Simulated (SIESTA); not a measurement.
**Mg5Te under changes of volume**

One of the cells (23.732 Å³/atom); the others are scaled copies at fixed shape and fractional positions:

```
CELL_PARAMETERS angstrom
2.78886 1.61015 5.28499
-2.78886 1.61015 5.28499
0.00000 -3.22030 5.28499
ATOMIC_POSITIONS crystal
Te 0.50000 0.50000 0.50000
Mg 0.82981 0.82981 0.82981
Mg 0.17019 0.17019 0.17019
Mg 0.00000 0.66845 0.33155
Mg 0.33155 0.00000 0.66845
Mg 0.66845 0.33155 0.00000
```

The cell comes from a database or a generator and needn't be the stable form of this composition.

- Program: SIESTA 5.4.2
- Functional: LDA
- Potentials or basis: PseudoDojo 0.4 standard (LDA files)
- Basis: DZP (energy shift 0.003 Ry; two zetas on semicore shells)
- Grid cutoff: 800 Ry
- Energy shift: 0.003 Ry
- k mesh: 4 × 4 × 4
- Occupations: fermi-dirac, width 0.05 eV
- Spin: no spin polarisation

```csv
volume (Å³/atom),energy over the lowest point (meV/atom),pressure (GPa),largest force (eV/Å)
22.308,5.28,1.9,0.027
22.783,1.31,0.9,0.021
23.258,0.00,0.1,0.016
23.732,1.10,-0.7,0.010
24.207,4.40,-1.4,0.013
24.681,9.69,-2.1,0.016
25.156,?,?,?
```

Problem. What does the run at 25.156 Å³/atom give?

Solution. Energy over the lowest point 16.79 meV/atom; pressure -2.7 GPa; largest force 0.020 eV/Å.

Worked out: A Birch-Murnaghan fit of order 3 (a polynomial in V^(-2/3)) to the other rows has its minimum at 23.27 Å³/atom with B0 = V·E''(V) = 40 GPa and B' = 3.6 at fixed shape and positions, which overstates the stiffness. It gives 16.81 meV/atom at 25.156 Å³/atom, against the run's 16.79, and -dE/dV = -2.7 GPa, against -2.7.

Energies are extrapolated to zero smearing.

Caveats: the basis of atomic orbitals isn't converged, which shifts pressures, moduli and gaps.
